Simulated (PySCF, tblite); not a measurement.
**C₄H₅ClN₂Si: geometry, infrared bands and NMR shifts**

What infrared bands and NMR shifts should C₄H₅ClN₂Si (`[H]/N=C\C(=C\C#N)[SiH2]Cl`) show?

The runs use tblite 0.8.0 and PySCF 2.14.0, with density-fitted response routines of our own; the level of theory stands in each step. All values are computed, except where a source is named. Atoms are numbered from 0 throughout.

### Step 1. The starting structure

13 atoms, charge 0, multiplicity 1; geometry from: force field or distance geometry start.

Bonds of the start (Å): N0–C1 1.17, C1–C2 1.41, C2–C3 1.36, C3–C4 1.49, C4–N5 1.29, C3–Si6 1.83, Si6–Cl7 2.05, C2–H8 1.09, C4–H9 1.11, N5–H10 1.03, Si6–H11 1.47, Si6–H12 1.48.

### Step 2. Geometry optimisation with GFN2-xTB

What the job is given:

```
{"job": {"kind": "relax", "xc": "GFN2-xTB", "basis": "xTB"}, "charge": 0, "multiplicity": 1}
N      3.339000     0.010500     0.551500
C      2.216000    -0.309200     0.609800
C      0.864400    -0.714400     0.680500
C     -0.146800    -0.072000     0.027900
C     -1.514000    -0.618900     0.244800
N     -1.839900    -1.865500     0.264500
Si    -0.059600     1.444000    -0.989000
Cl    -0.117400     2.937400     0.416900
H      0.662800    -1.579200     1.305100
H     -2.323300     0.127800     0.364400
H     -1.038100    -2.485200     0.105200
H      1.203500     1.540000    -1.744500
H     -1.251100     1.585200    -1.854800
```

Launch:

```bash
$ OMP_NUM_THREADS=1 python probes_run.py task.json out
```

This one command runs all jobs of the session in turn.

**Question.** This job is followed by: GFN2-xTB harmonic vibrations, gas phase; GIAO PBE0/pcSseg-1 NMR shielding, non-relativistic, gas phase. What will the session give for the following? strongest single infrared mode (GFN2-xTB); zero-point energy (GFN2-xTB); 13C shifts against TMS (PBE0/pcSseg-1); 1H shifts against TMS (PBE0/pcSseg-1, means over atoms taken as alike); 15N shifts against NH3 (PBE0/pcSseg-1); 29Si shifts against TMS (PBE0/pcSseg-1); 35Cl shifts against HCl (PBE0/pcSseg-1).

As calculated:

| quantity | value |
| --- | --- |
| strongest single infrared mode (GFN2-xTB) | 716 cm⁻¹, 465 km/mol |
| zero-point energy (GFN2-xTB) | 49.5 kcal/mol |
| 13C shifts against TMS (PBE0/pcSseg-1) | 172.7, 169.4, 122.2, 120.9 ppm |
| 1H shifts against TMS (PBE0/pcSseg-1, means over atoms taken as alike) | 11.76, 8.56, 6.09, 5.38 ppm |
| 15N shifts against NH3 (PBE0/pcSseg-1) | 374.0, 338.3 ppm |
| 29Si shifts against TMS (PBE0/pcSseg-1) | -28.8 ppm |
| 35Cl shifts against HCl (PBE0/pcSseg-1) | -52 ppm |

What this shows: The optimisation took 47 steps and gained 0.203 eV; among the close pairs (by a distance rule), C3–Si6 changed most, from 1.828 to 1.904 Å. All 33 modes are real, so the xTB geometry is a minimum. The strongest single mode, at 716 cm⁻¹, is carried by H12, H11, Si6, C3. GFN2-xTB is a fitted tight-binding method: band positions and strengths are rough. Its intensities can rank the bands wrongly. At PBE0/pcSseg-1: Shielding is most anisotropic at N5 (span 716 ppm, paramagnetic term -430 ppm).
